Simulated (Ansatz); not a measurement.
# Ta3N: an axial (c/a) deformation path

An exercise on one series of results from a longer session: the logs are not shown, and one member is left open.

Program: Ansatz 0.2.0. Level of theory: DFT r2SCAN, scalar-relativistic, plane waves, PAW. These are calculated values, not measurements.

1 further run of the same task is left out (set aside as unsound or not needed). Runs told in other sessions of the task aren't counted.

**The system as given**

Symmetry: P-3m1, No. 164, trigonal system. The conventional cell has a = 2.990 Å, b = 2.990 Å, c = 7.603 Å, α = 90.00°, β = 90.00°, γ = 120.00°. Ta (site symmetry -3m) has 12 Ta at 2.99 to 3.01 Å in its first shell of neighbours. Ta (site symmetry 3m) is surrounded by 3 N at 2.18 Å. N (site symmetry -3m) has 6 Ta at 2.18 Å in its first shell of neighbours.

Coordinates:

```cif
data_structure
_symmetry_space_group_name_H-M 'P 1'
_symmetry_Int_Tables_number 1
_cell_length_a 2.9905
_cell_length_b 2.9905
_cell_length_c 7.6030
_cell_angle_alpha 90.000
_cell_angle_beta 90.000
_cell_angle_gamma 120.000
_cell_volume 58.88
loop_
_atom_site_label
_atom_site_type_symbol
_atom_site_fract_x
_atom_site_fract_y
_atom_site_fract_z
_atom_site_occupancy
Ta1 Ta 0.00000 0.00000 0.50000 1
Ta2 Ta 0.33333 0.66667 0.17552 1
Ta3 Ta 0.66667 0.33333 0.82448 1
N1 N 0.00000 0.00000 0.00000 1
```

It goes back to an entry of the Materials Project, which need not be the stable form.

This cell was relaxed beforehand with the same method: volume 14.72 Å³/atom, gap on the mesh none (metal).

Set-up of the first run:

input.yaml

```yaml
crystal:
  lattice:
    - [2.9904790395, 0.0, 0.0]
    - [-1.4952395198, 2.5898308177, 0.0]
    - [0.0, 0.0, 7.6030441739]
  atoms:
    - { symbol: Ta, position: [0.0, 0.0, 0.5] }
    - { symbol: Ta, position: [0.3333333333, 0.6666666667, 0.1755176138] }
    - { symbol: Ta, position: [0.6666666667, 0.3333333333, 0.8244823862] }
    - { symbol: "N", position: [0.0, 0.0, 0.0] }
basis:
  ecutwfc: 500
kpoints:
  mp_grid: { grid: [24, 24, 8] }
hamiltonian:
  xc: r2scan
scf:
  occupations: { method: gaussian, width: 0.15 }
output:
  forces: true
  stress: true
  eigenvalues: true
```

The run is started by

```
$ ansatz run input.yaml --threads 1 --pin off --max-ram 2560MiB --backend cpu --events-out ev --progress --plain --runs-dir out
```

Steps of the session up to this table: The reference: the undisturbed cell on the scan's mesh; Point ρ = 0.850; ρ = 1.200; At ρ = 0.920; Point ρ = 1.100.

One of the session's tables, all rows but one given; the rest of the session is left out.

```
    ρ  ΔE (meV/atom)  pressure (GPa)
0.850          113.7             1.2
0.920           29.2             0.4
1.000            0.0             0.0
1.100              ?               ?
1.200          233.5             3.6
```

Estimate the missing values for ρ = 1.100.

Worked estimate for «ΔE (meV/atom)». A straight line through the neighbours (1.000, 0.0) and (1.200, 233.5) gives 0.0 + (233.5 − 0.0) × (1.100 − 1.000) / (1.200 − 1.000) = 116.8; a parabola fitted to 3 rows on both sides gives 62.0.

As computed: ΔE (meV/atom): 57.1; pressure (GPa): 0.7. In «ΔE (meV/atom)» the line misses by +59.7 and the parabola by +4.9.
